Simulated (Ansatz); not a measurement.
**Sn: a tetragonal deformation path**

An exercise on one series of results from a longer session: the logs are not shown, and one member is left open.

Method: DFT PBEsol, scalar-relativistic, plane waves, PAW, in Ansatz 0.2.0.

## Starting point

It takes space group Fd-3m (No. 227, cubic). The conventional cell has a = 6.491 Å, b = 6.491 Å, c = 6.491 Å, α = 90.00°, β = 90.00°, γ = 90.00°. Sn (site symmetry -43m) is surrounded by 4 Sn at 2.81 Å.

As a file:

```cif
data_structure
_symmetry_space_group_name_H-M 'P 1'
_symmetry_Int_Tables_number 1
_cell_length_a 4.5900
_cell_length_b 4.5900
_cell_length_c 4.5900
_cell_angle_alpha 60.000
_cell_angle_beta 60.000
_cell_angle_gamma 60.000
_cell_volume 68.38
loop_
_atom_site_label
_atom_site_type_symbol
_atom_site_fract_x
_atom_site_fract_y
_atom_site_fract_z
_atom_site_occupancy
Sn1 Sn 0.50000 0.50000 0.50000 1
Sn2 Sn 0.75000 0.75000 0.75000 1
```

The cell is taken as given, not relaxed at this level.

Set-up of the first run:

Contents of input.yaml:

```yaml
crystal:
  lattice:
    - [0.0, 3.2456, 3.2456]
    - [3.2456, 0.0, 3.2456]
    - [3.2456, 3.2456, 0.0]
  atoms:
    - { symbol: Sn, position: [0.5, 0.5, 0.5] }
    - { symbol: Sn, position: [0.75, 0.75, 0.75] }
basis:
  ecutwfc: 420
kpoints:
  mp_grid: { grid: [14, 14, 14] }
hamiltonian:
  xc: pbesol
scf:
  occupations: { method: gaussian, width: 0.15 }
output:
  forces: true
  stress: true
  eigenvalues: true
```

Steps of the session up to this table: Zero of the scan; At ρ = 0.707; At ρ = 1.414; Point ρ = 0.850; Point ρ = 1.200.

One table of the session follows, with a row left open; its other results are not shown here.

```
    ρ  ΔE (meV/atom)  pressure (GPa)
0.707          132.4            -0.9
0.850              ?               ?
1.000            0.0             1.0
1.200           83.9             0.8
1.414          253.7             0.3
```

Estimate the missing values for ρ = 0.850.

Worked estimate for «ΔE (meV/atom)». A straight line through the neighbours (0.707, 132.4) and (1.000, 0.0) gives 132.4 + (0.0 − 132.4) × (0.850 − 0.707) / (1.000 − 0.707) = 67.8; a parabola fitted to 3 rows on both sides gives 29.9.

The run gave: ΔE (meV/atom): 44.8; pressure (GPa): 0.6. In «ΔE (meV/atom)» the line misses by +23.0 and the parabola by -14.9.
